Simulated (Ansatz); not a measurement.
# Zn2PdO4: the cost of one run

Computed with Ansatz 0.2.0 (DFT, PBE, plane-wave PAW, default files, scalar-relativistic, as far as a step names no other, unless a step's input says otherwise).

The COD entry's cell or inner coordinates are ideal or old and differ from later refinements, so a difference from it is no clean test against experiment.

2 further runs of the same task are left out: 2 that didn't finish.

## 1. Starting point

Symmetry: Fd-3m, No. 227, cubic system. The conventional cell has a = 8.509 Å, b = 8.509 Å, c = 8.509 Å, α = 90.00°, β = 90.00°, γ = 90.00°. Around Zn (site symmetry -3m) lie 6 O at 2.13 Å. Around Pd (site symmetry -43m) lie 4 O at 1.84 Å. O (site symmetry 3m) has 1 Pd at 1.84 Å and 3 Zn at 2.13 Å as nearest neighbours.

As a file:

```cif
data_structure
_symmetry_space_group_name_H-M 'Fd-3m:1'
_symmetry_Int_Tables_number 227
_cell_length_a 8.5090
_cell_length_b 8.5090
_cell_length_c 8.5090
_cell_angle_alpha 90.000
_cell_angle_beta 90.000
_cell_angle_gamma 90.000
_cell_volume 616.08
loop_
_atom_site_label
_atom_site_type_symbol
_atom_site_symmetry_multiplicity
_atom_site_Wyckoff_symbol
_atom_site_fract_x
_atom_site_fract_y
_atom_site_fract_z
_atom_site_occupancy
Zn1 Zn 16 d 0.12500 0.62500 0.12500 1
Pd1 Pd 8 a 0.50000 0.00000 0.50000 1
O1 O 32 e 0.37500 0.37500 0.37500 1
```

## 2. First run, atoms as given

The input, input.yaml:

```yaml
crystal:
  lattice:
    - [0.0, 4.2545, 4.2545]
    - [4.2545, 0.0, 4.2545]
    - [4.2545, 4.2545, 0.0]
  atoms:
    - { symbol: Zn, position: [0.125, 0.125, 0.125] }
    - { symbol: Zn, position: [0.625, 0.125, 0.125] }
    - { symbol: Zn, position: [0.125, 0.125, 0.625] }
    - { symbol: Zn, position: [0.125, 0.625, 0.125] }
    - { symbol: Pd, position: [0.5, 0.5, 0.5] }
    - { symbol: Pd, position: [0.75, 0.75, 0.75] }
    - { symbol: O, position: [0.875, 0.875, 0.875] }
    - { symbol: O, position: [0.875, 0.375, 0.375] }
    - { symbol: O, position: [0.875, 0.875, 0.375] }
    - { symbol: O, position: [0.375, 0.875, 0.375] }
    - { symbol: O, position: [0.375, 0.875, 0.875] }
    - { symbol: O, position: [0.375, 0.375, 0.375] }
    - { symbol: O, position: [0.875, 0.375, 0.875] }
    - { symbol: O, position: [0.375, 0.375, 0.875] }
kpoints:
  mp_grid: { grid: [4, 4, 4] }
scf:
  occupations: { method: fermi_dirac, width: 0.02 }
hamiltonian:
  xc: pbe
  pseudopotentials: { kind: paw }
output:
  forces: true
  stress: true
  populations: true
  efg:
    quadrupole_moments_barn: { Zn: 0.122, Pd: 0.66, O: -0.02558 }
    contact_densities: true
```

The run is started by

```
$ ansatz run input.yaml --threads 1 --pin off --max-ram 2560MiB --backend cpu --events-out ev --progress --plain --runs-dir out
```

Q: Estimate wall time and peak memory on 1 thread of Arm Neoverse V2, shared host.

About 9.5 s, with a peak of 0.53 GiB.
